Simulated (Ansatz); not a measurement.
**C4H6AlFO2: small, medium and large basis sets**

Aim: see how fast density functionals converge with the basis set for C4H6AlFO2.

Program: Ansatz 0.2.0, Gaussian basis. Level of theory: one geometry, several basis sets. These are calculated values, not measurements.

The runs, in order: PBE0-D4/def2-SVP; ωB97M-V/def2-SVP; PBE0-D4/def2-QZVPP; ωB97M-V/def2-QZVPP; the functionals' def2-TZVPP values are taken from earlier runs.

## 1. Structure used throughout

The geometry comes from an earlier relaxation with PBE0-D4 in a triple-zeta def2 set; it is a stationary point, not always the lowest conformer.

SMILES `[CH3][Al-]1([F])[O]C=CC=[O+]1`, 14 atoms, charge 0, spin multiplicity 1.

Atoms are counted from 1 here; the program's logs count them from 0.

Bond lengths: C1–Al2 1.935 Å, C1–H9 1.094 Å, C1–H10 1.094 Å, C1–H11 1.094 Å, Al2–F3 1.661 Å, Al2–O4 1.836 Å, Al2–O8 1.836 Å, O4–C5 1.266 Å, C5–C6 1.389 Å, C5–H12 1.094 Å, C6–C7 1.389 Å, C6–H13 1.080 Å, C7–O8 1.266 Å, C7–H14 1.094 Å. Angles: Al2–C1–H9 111.4°, Al2–C1–H10 112.1°, Al2–C1–H11 111.4°, H9–C1–H10 107.3°, H9–C1–H11 106.9°, H10–C1–H11 107.4°, C1–Al2–F3 120.4°, C1–Al2–O4 113.0°, C1–Al2–O8 113.0°, F3–Al2–O4 106.1°, F3–Al2–O8 106.1°, O4–Al2–O8 95.1°, Al2–O4–C5 125.5°, O4–C5–C6 125.7°, O4–C5–H12 115.7°, C6–C5–H12 118.6°, C5–C6–C7 121.5°, C5–C6–H13 119.2° and more.

## 2. PBE0-D4 in def2-SVP

in.yaml

```yaml
crystal:
  periodic: [false, false, false]
  atoms:
    - {symbol: C, position_ang: [0.455817, -2.427437, -0.604423]}
    - {symbol: Al, position_ang: [0.681214, -0.792260, 0.405943]}
    - {symbol: F, position_ang: [1.765635, -0.723527, 1.662024]}
    - {symbol: O, position_ang: [1.038111, 0.664188, -0.653905]}
    - {symbol: C, position_ang: [0.407683, 1.761972, -0.632937]}
    - {symbol: C, position_ang: [-0.738108, 2.024982, 0.107649]}
    - {symbol: C, position_ang: [-1.327441, 1.050517, 0.903634]}
    - {symbol: O, position_ang: [-0.900710, -0.130785, 1.063126]}
    - {symbol: H, position_ang: [0.120348, -3.248905, 0.035556]}
    - {symbol: H, position_ang: [-0.279808, -2.317909, -1.406696]}
    - {symbol: H, position_ang: [1.395793, -2.745635, -1.064847]}
    - {symbol: H, position_ang: [0.812015, 2.554124, -1.270814]}
    - {symbol: H, position_ang: [-1.194885, 3.002093, 0.044255]}
    - {symbol: H, position_ang: [-2.248462, 1.299281, 1.440034]}
basis:
  gaussian: {orbitals: def2-SVP}
hamiltonian: {xc: pbe0, dispersion: d4}
output: {orbitals: {seedname: orbitals}}
```

On the command line:

```console
> ansatz run in.yaml --threads 4 --pin off --events-out ev --progress --plain --max-ram 11315MiB
```

After this run come: ωB97M-V in def2-SVP; PBE0-D4 in def2-QZVPP; ωB97M-V in def2-QZVPP.

Before running them: what should the planned runs give, taken together? Wanted: PBE0-D4: double and triple zeta above quadruple; ωB97M-V: double and triple zeta above quadruple.

The runs gave:

| quantity | value |
| --- | --- |
| PBE0-D4: double and triple zeta above quadruple | 16.01, 0.83 eV |
| ωB97M-V: double and triple zeta above quadruple | 16.30, 0.78 eV |

In words: PBE0-D4 gains 15.18 eV from double to triple zeta, then 0.83 eV more. Total energies overstate the basis error of differences, where much of it tends to cancel.
